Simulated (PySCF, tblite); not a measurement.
# C6H9BF radical: geometry, infrared bands and EPR parameters

Wanted: the infrared bands and EPR parameters of C6H9BF radical (`C=C[CH]B/C=C\CF`), by calculation.

Computed with tblite 0.8.0 and PySCF 2.14.0, with density-fitted response routines of our own, on a single molecule in the gas phase. Atoms count from 0, in the outputs and in this text.

### 1 Starting geometry

17 atoms, charge 0, multiplicity 2; geometry from: force field or distance geometry start.

Bonds of the start (Å): C0–C1 1.31, C1–C2 1.50, C2–B3 1.58, B3–C4 1.56, C4–C5 1.34, C5–C6 1.47, C6–F7 1.40, C0–H8 1.10, C0–H9 1.07, C1–H10 1.08, C2–H11 1.10, B3–H12 1.17, C4–H13 1.08, C5–H14 1.09, C6–H15 1.10, C6–H16 1.12.

### 2 Geometry optimisation with GFN2-xTB

Job settings and geometry (Å):

```
{"job": {"kind": "relax", "xc": "GFN2-xTB", "basis": "xTB"}, "charge": 0, "multiplicity": 2}
C     -3.231400     0.738300     0.412900
C     -2.514100    -0.187100    -0.181600
C     -1.278600    -0.796500     0.410200
B     -0.006100    -0.169000    -0.284000
C      1.174800    -1.110000    -0.682900
C      2.404600    -0.641300    -0.414800
C      2.551200     0.671700     0.236000
F      3.215900     0.463000     1.446600
H     -4.115800     1.093000    -0.130200
H     -3.050600     1.176500     1.375000
H     -2.825200    -0.551000    -1.154100
H     -1.276500    -0.763200     1.513400
H     -0.142900     0.835500    -0.863200
H      1.043900    -2.069200    -1.172400
H      3.298100    -1.206700    -0.659800
H      3.173600     1.364100    -0.344400
H      1.572100     1.164000     0.483300
```

Run with:

```bash
OMP_NUM_THREADS=1 python probes_run.py task.json out
```

This one command runs all jobs of the session in turn.

Log:

```text
step      E/eV     max force
  0    -631.94703    2.927
  1    -632.20649    1.806
  2    -632.37103    1.188
  3    -632.46815    0.934
  4    -632.52013    0.561
  5    -632.54387    0.604
  6    -632.56774    0.565
  7    -632.60151    0.434
  8    -632.61910    0.368
  9    -632.64211    0.403
 10    -632.66632    0.516
 11    -632.69334    0.526
 12    -632.72072    0.443
 13    -632.74550    0.358
 14    -632.76669    0.346
 15    -632.78976    0.383
 16    -632.80960    0.358
 17    -632.82741    0.378
 18    -632.84499    0.330
 19    -632.86064    0.329
 20    -632.87622    0.364
 21    -632.89214    0.327
 22    -632.90837    0.337
 23    -632.92721    0.345
 24    -632.95432    0.533
 25    -632.98994    0.634
 26    -633.02985    0.603
 27    -633.06744    0.574
 28    -633.09009    0.612
 29    -633.11182    0.737
 30    -633.13799    0.532
 31    -633.16733    0.282
 32    -633.17606    0.244
 33    -633.18617    0.239
 34    -633.20222    0.193
 35    -633.21156    0.251
 36    -633.21827    0.249
 37    -633.22362    0.225
 38    -633.22848    0.153
 39    -633.23239    0.129
 40    -633.23707    0.168
 41    -633.24037    0.151
 42    -633.24298    0.154
 43    -633.24536    0.149
 44    -633.24785    0.129
 45    -633.25031    0.118
 46    -633.25264    0.155
 47    -633.25484    0.127
 48    -633.25720    0.131
 49    -633.25988    0.153
 50    -633.26261    0.144
 51    -633.26504    0.091
 52    -633.26662    0.079
 53    -633.26760    0.072
 54    -633.26835    0.056
 55    -633.26894    0.055
 56    -633.26936    0.051
 57    -633.26972    0.049
 58    -633.27011    0.045
 59    -633.27060    0.048
 60    -633.27117    0.056
 61    -633.27170    0.058
 62    -633.27212    0.058
 63    -633.27243    0.045
 64    -633.27269    0.037
 65    -633.27295    0.046
 66    -633.27324    0.049
 67    -633.27358    0.053
 68    -633.27392    0.044
 69    -633.27421    0.032
 70    -633.27445    0.034
 71    -633.27468    0.034
 72    -633.27496    0.034
 73    -633.27531    0.040
 74    -633.27569    0.043
 75    -633.27604    0.040
 76    -633.27642    0.042
 77    -633.27694    0.051
 78    -633.27766    0.055
 79    -633.27849    0.055
 80    -633.27922    0.056
 81    -633.27985    0.051
 82    -633.28057    0.061
 83    -633.28160    0.086
 84    -633.28322    0.118
 85    -633.28558    0.135
 86    -633.28868    0.126
 87    -633.29208    0.127
 88    -633.29500    0.130
 89    -633.29757    0.124
 90    -633.29893    0.176
 91    -633.30152    0.327
 92    -633.30598    0.198
 93    -633.31079    0.110
 94    -633.31411    0.210
 95    -633.31787    0.136
 96    -633.32015    0.127
 97    -633.32130    0.105
 98    -633.32218    0.101
 99    -633.32318    0.092
100    -633.32439    0.115
101    -633.32511    0.091
102    -633.32579    0.047
103    -633.32642    0.048
104    -633.32687    0.049
105    -633.32737    0.040
106    -633.32775    0.043
107    -633.32801    0.031
108    -633.32827    0.049
109    -633.32860    0.052
110    -633.32912    0.061
111    -633.32968    0.063
112    -633.33031    0.064
113    -633.33106    0.082
114    -633.33207    0.095
115    -633.33321    0.119
116    -633.33426    0.105
117    -633.33515    0.083
118    -633.33598    0.089
119    -633.33700    0.111
120    -633.33836    0.083
121    -633.34066    0.089
122    -633.34150    0.065
123    -633.34244    0.061
124    -633.34305    0.045
125    -633.34326    0.047
126    -633.34352    0.039
127    -633.34378    0.047
128    -633.34401    0.044
129    -633.34427    0.039
130    -633.34451    0.040
131    -633.34478    0.043
132    -633.34497    0.027
133    -633.34508    0.021
134    -633.34514    0.020
135    -633.34519    0.016
136    -633.34524    0.014
137    -633.34530    0.013
138    -633.34535    0.013
139    -633.34538    0.013
140    -633.34540    0.012
141    -633.34543    0.011
142    -633.34547    0.016
143    -633.34552    0.019
144    -633.34557    0.014
145    -633.34561    0.012
146    -633.34563    0.011
147    -633.34566    0.010
148    -633.34568    0.010
```

It took 0.87 s on 1 thread of Arm Neoverse V1, shared host.

Relaxation path: (not every step is listed)

```
step  energy from step 0 (eV)  largest force (eV/Å)
   0                   0.0000                2.9272
   1                  -0.2595                1.8064
   2                  -0.4240                1.1875
   3                  -0.5211                0.9344
   4                  -0.5731                0.5614
   5                  -0.5968                0.6044
   6                  -0.6207                0.5654
   7                  -0.6545                0.4345
   8                  -0.6721                0.3681
  21                  -0.9451                0.3266
  34                  -1.2552                0.1928
  47                  -1.3078                0.1270
  60                  -1.3241                0.0555
  73                  -1.3283                0.0405
  86                  -1.3416                0.1263
  99                  -1.3761                0.0924
 112                  -1.3833                0.0643
 125                  -1.3962                0.0467
 138                  -1.3983                0.0135
 143                  -1.3985                0.0191
 144                  -1.3985                0.0144
 145                  -1.3986                0.0119
 146                  -1.3986                0.0108
 147                  -1.3986                0.0103
 148                  -1.3986                0.0097
```

Close pairs (by a distance rule), those that changed most:

```
  bond  before (Å)  after (Å)  change (Å)
 C1–C2       1.499      1.403      -0.096
 C2–B3       1.580      1.521      -0.058
 C0–C1       1.313      1.357      +0.044
C6–H16       1.123      1.095      -0.028
 C0–H8       1.097      1.076      -0.021
 C5–C6       1.473      1.493      +0.021
C2–H11       1.104      1.086      -0.018
 C6–F7       1.397      1.380      -0.017
```

The end geometry stands in the next job.

### 3 Harmonic vibrations with GFN2-xTB

Job settings and geometry (Å):

```
{"job": {"kind": "ir", "xc": "GFN2-xTB", "basis": "xTB"}, "charge": 0, "multiplicity": 2}
C     -3.035561     0.788758     0.834991
C     -2.235555     0.383702    -0.183837
C     -1.016104    -0.287879    -0.009987
B     -0.117984    -0.747438    -1.148426
C      1.335776    -1.234399    -0.885997
C      2.279387    -0.650353    -0.148221
C      2.118653     0.686763     0.497199
F      2.502991     0.644267     1.822023
H     -3.960571     1.309546     0.658704
H     -2.769686     0.600451     1.862235
H     -2.542719     0.598703    -1.200354
H     -0.751079    -0.487987     1.023663
H     -0.535259    -0.792591    -2.245627
H      1.621862    -2.160670    -1.377133
H      3.254941    -1.098276     0.001010
H      2.766499     1.434928     0.020622
H      1.077412     1.024507     0.469224
```

Log:

```text
mode    cm-1     km/mol
  1      35.4      3.00
  2      65.0      0.02
  3      87.9      3.07
  4     132.6      1.00
  5     172.1      1.25
  6     218.3      1.14
  7     274.0     13.76
  8     319.9      1.78
  9     442.5      6.97
 10     464.4     16.18
 11     539.0      3.91
 12     570.2      1.25
 13     677.6     29.83
 14     732.0     39.27
 15     789.3     36.20
 16     840.6     15.64
 17     887.2     13.74
 18     939.6      6.45
 19     945.3     26.08
 20     958.6     10.62
 21     998.7     22.33
 22    1004.3     60.83
 23    1038.9      9.85
 24    1047.3     35.95
 25    1134.1     28.40
 26    1188.3     12.25
 27    1223.6      3.01
 28    1247.5      1.97
 29    1266.8      8.47
 30    1288.2      5.94
 31    1320.7     30.87
 32    1343.9      8.57
 33    1415.9      7.89
 34    1428.8      2.10
 35    1514.4      2.79
 36    1655.4     25.76
 37    2595.6    143.56
 38    2899.4     33.04
 39    2940.5     43.15
 40    3003.2     39.17
 41    3022.8     25.04
 42    3041.5     49.09
 43    3050.4     47.39
 44    3099.7     11.01
 45    3136.1     36.51
```

Run time: 0.49 s. Hardware: 1 thread of Arm Neoverse V1, shared host.

Which atoms move in the most intense modes:

```
cm⁻¹  km/mol                                  atoms
 732    39.3  H14 24 %, H13 21 %, C4 12 %, H12 10 %
1004    60.8             C6 30 %, H10 17 %, F7 17 %
2596   143.6                               H12 92 %
2940    43.1                               H16 92 %
3003    39.2                               H13 89 %
3042    49.1                               H14 88 %
3050    47.4                               H10 88 %
3136    36.5                       H8 63 %, H9 26 %
```

### 4 g tensor and hyperfine couplings: B3LYP/pcH-1

Settings changed since step 3:

```diff
@@ -1,2 +1,2 @@
-{"job": {"kind": "ir", "xc": "GFN2-xTB", "basis": "xTB"}, "charge": 0, "multiplicity": 2}
+{"job": {"kind": "epr", "basis": "pcH-1"}, "charge": 0, "multiplicity": 2}
 C     -3.035561     0.788758     0.834991
```

With the program's defaults for keys left out, this is: UKS B3LYP, pcH-1 on B C F H, non-relativistic, mean-field spin-orbit, GIAO.

Log:

```text
UKS, coarse grid
  cycle   1  E = -358.61608281  |g| = 4.25e-01
  cycle   2  E = -358.56856982  |g| = 5.81e-01
  cycle   3  E = -358.69090954  |g| = 8.99e-02
  cycle   4  E = -358.69412059  |g| = 4.22e-02
  cycle   5  E = -358.69503363  |g| = 1.57e-02
  cycle   6  E = -358.69518566  |g| = 5.52e-03
  cycle   7  E = -358.69522058  |g| = 2.43e-03
  cycle   8  E = -358.69522824  |g| = 1.03e-03
  cycle   9  E = -358.69522877  |g| = 2.78e-04
UKS, final grid
  cycle   1  E = -358.69520321  |g| = 2.98e-04
  cycle   2  E = -358.69520315  |g| = 4.62e-04
  cycle   3  E = -358.69520327  |g| = 6.63e-05
  cycle   4  E = -358.69520327  |g| = 3.23e-05
  cycle   5  E = -358.69520328  |g| = 1.84e-05
E = -358.69520328 Eh   <S^2> = 0.7711 (exact 0.7500)
g shifts (ppm)      1          2          3
  rmc          -129       -129       -129
  gc              6         22         30
  oz_so         108        431        755
  total         -15        325        656
hyperfine (MHz)  atom isotope    a_iso     a_fc   dipolar eigenvalues
    0   13C      44.47      44.47    -43.12    -41.71     84.83
    1   13C     -38.07     -38.07    -24.19      9.30     14.88
    2   13C      34.80      34.80    -42.04    -41.08     83.13
    3   11B      -8.01      -8.01     -9.30     -4.41     13.71
    4   13C      -5.43      -5.43     -3.05      0.54      2.51
    5   13C       3.82       3.82     -4.38     -3.50      7.88
    6   13C       2.52       2.52     -2.20     -1.71      3.91
    7   19F       7.23       7.23     -8.39     -5.52     13.91
    8    1H     -35.06     -35.06    -20.82     -0.81     21.63
    9    1H     -33.53     -33.53    -17.75     -1.88     19.64
   10    1H       9.57       9.57     -4.71     -1.60      6.31
   11    1H     -30.03     -30.03    -16.88     -2.53     19.41
   12    1H      -1.92      -1.92     -5.62     -1.81      7.43
   13    1H      14.19      14.19     -2.03     -0.26      2.29
   14    1H      -2.59      -2.59     -2.40     -0.83      3.23
   15    1H      10.34      10.34     -1.31     -0.56      1.87
   16    1H       7.42       7.42     -5.33     -2.87      8.20
```

Wall time 82 s (1 thread of Arm Neoverse V1, shared host); peak memory 0.96 GiB.

Principal g values 2.00230, 2.00264, 2.00298; g(iso) = 2.00264, against 2.00232 for a free electron.

Mean a(iso) over the nuclei that a row names, and the largest dipolar term of the row (other rows stand at the frozen geometry):

```
  nuclei  isotope  a(iso) (MHz)  a(iso) (G, at g = 2.0023)  largest dipolar term (MHz)
      C0      13C          44.5                       15.9                        84.8
      C1      13C         -38.1                      -13.6                       -24.2
      H8       1H         -35.1                      -12.5                        21.6
      C2      13C          34.8                       12.4                        83.1
      H9       1H         -33.5                      -12.0                        19.6
     H11       1H         -30.0                      -10.7                        19.4
     H13       1H          14.2                        5.1                         2.3
     H10       1H           9.6                        3.4                         6.3
H15, H16       1H           8.9                        3.2                         8.2
      B3      11B          -8.0                       -2.9                        13.7
      F7      19F           7.2                        2.6                        13.9
      C4      13C          -5.4                       -1.9                        -3.0
      C5      13C           3.8                        1.4                         7.9
     H14       1H          -2.6                       -0.9                         3.2
```

Mulliken spin populations:

C0 0.57; C1 -0.23; C2 0.57; B3 0.13; C4 -0.03; C5 0.05; C6 0.01; F7 0.00; H8 -0.03; H9 -0.02; H10 0.01; H11 -0.02; H12 0.00; H13 0.01; H14 0.00; H15 0.00; H16 -0.01

In first order the couplings over 0.8 MHz of 1H, 11B, 19F give 1716 distinct lines over 62.7 G, if the averaged nuclei exchange fast.

The fields below are evaluated on a grid from the run's orbitals.

ELF in a plane through or near 6 of the atoms.

Values, 10 rows by 14 columns:
```
0.00 0.00 0.00 0.00 0.00 0.00 0.00 0.00 0.00 0.00 0.00 0.00 0.00 0.00
0.00 0.00 0.00 0.00 0.02 0.04 0.00 0.00 0.00 0.00 0.00 0.00 0.00 0.00
0.00 0.00 0.00 0.06 0.75 0.81 0.08 0.00 0.00 0.01 0.03 0.00 0.00 0.00
0.00 0.00 0.00 0.04 0.75 0.75 0.06 0.01 0.01 0.34 0.60 0.07 0.01 0.00
0.00 0.00 0.06 0.57 0.53 0.82 0.35 0.28 0.34 0.48 0.69 0.98 0.63 0.00
0.00 0.00 0.32 0.99 0.35 0.68 0.21 0.78 0.41 0.28 0.71 0.60 0.14 0.00
0.00 0.00 0.01 0.06 0.31 0.29 0.95 0.26 0.46 0.45 0.22 0.03 0.00 0.00
0.00 0.00 0.00 0.01 0.88 0.88 0.21 0.86 0.13 0.02 0.02 0.00 0.00 0.00
0.00 0.00 0.00 0.00 0.19 0.10 0.02 0.77 0.20 0.00 0.00 0.00 0.00 0.00
0.00 0.00 0.00 0.00 0.00 0.00 0.00 0.00 0.00 0.00 0.00 0.00 0.00 0.00
```
The map spans 13.5 Å across and 9.9 Å up, centred on the molecule. Atoms in the plane (x, y in Å): C0 (3.2, 0.6), C2 (0.9, -0.4), B3 (-0.1, -1.4), C4 (-1.6, -1.2), C5 (-2.4, -0.1), F7 (-2.2, 2.3).

On the surface of density 0.002 e/bohr³ the electrostatic potential runs, from the 1st to the 99th percentile, from -1.13 V near F7 to 1.03 V near H8.

The spin density lies nearest to C0, C2 about 30 % each; B3 9 %; C1 9 % (beta excess).

### 5 Outcome

| quantity | value |
| --- | --- |
| strongest single infrared mode (GFN2-xTB) | 2596 cm⁻¹, 144 km/mol |
| zero-point energy (GFN2-xTB) | 81.5 kcal/mol |
| g(iso) (B3LYP) | 2.00264 |
| ⟨S²⟩ | 0.771 (exact 0.75) |
| largest a(iso) (averaged by class) | 13C on C0, 44.5 MHz |
| surface potential, 1st and 99th percentile | -1.13 V and 1.03 V |

What this shows: Relaxing lowered the energy by 1.399 eV in 148 steps; the close pair that moved most is C1–C2, from 1.499 to 1.403 Å. No mode is imaginary among the 45: a minimum at this level. The strongest single mode, at 2596 cm⁻¹, moves mainly H12. Unscaled tight-binding wavenumbers are off by several per cent, some by more. Its intensities can rank the bands wrongly. The largest spin populations lie on C2 (0.57 e), C0 (0.57 e). The isotropic g lies 0.3 ppt above the free-electron value.
